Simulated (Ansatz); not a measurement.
# Rh: the cost of one run

Program: Ansatz 0.2.0. Level of theory: DFT PBEsol, scalar-relativistic, plane waves, PAW. These are calculated values, not measurements.

## Step 1: The structure to begin with

The structure is hexagonal, space group P6/mmm (No. 191). The conventional cell has a = 2.587 Å, b = 2.587 Å, c = 2.417 Å, α = 90.00°, β = 90.00°, γ = 120.00°. Around Rh (site symmetry 6/mmm) lie 8 Rh at 2.42 to 2.59 Å.

Structure file:

```
CELL_PARAMETERS angstrom
2.58690 0.00000 0.00000
-1.29345 2.24032 0.00000
0.00000 0.00000 2.41714
ATOMIC_POSITIONS crystal
Rh 0.00000 0.00000 0.00000
```

This is candidate A: simple hexagonal type (P6/mmm, No. 191).

(A quick probe on a coarse mesh, which set the mesh and smearing, is not shown.)

## Step 3: Rough relaxation on the coarse mesh (candidate A)

input.yaml

```yaml
crystal:
  lattice:
    - [2.5869034474, 0.0, 0.0]
    - [-1.2934517237, 2.2403241026, 0.0]
    - [0.0, 0.0, 2.4171379086]
  atoms:
    - { symbol: Rh, position: [0.0, 0.0, 0.0] }
basis:
  ecutwfc: 420
kpoints:
  mp_grid: { grid: [9, 9, 8] }
hamiltonian:
  xc: pbesol
scf:
  occupations: { method: gaussian, width: 0.1 }
  lower_state_search: "off"
output:
  forces: true
  stress: true
  eigenvalues: true
relax:
  adjacent_minimum: "off"
  f_tol: 0.04
  max_steps: 70
  cell: { stress_tol: 0.4 }
```

**Question.** How long does this run take on 1 thread of an Arm CPU, shared host, and how much memory does it need?

About 5.3 s, with a peak of 0.27 GiB.
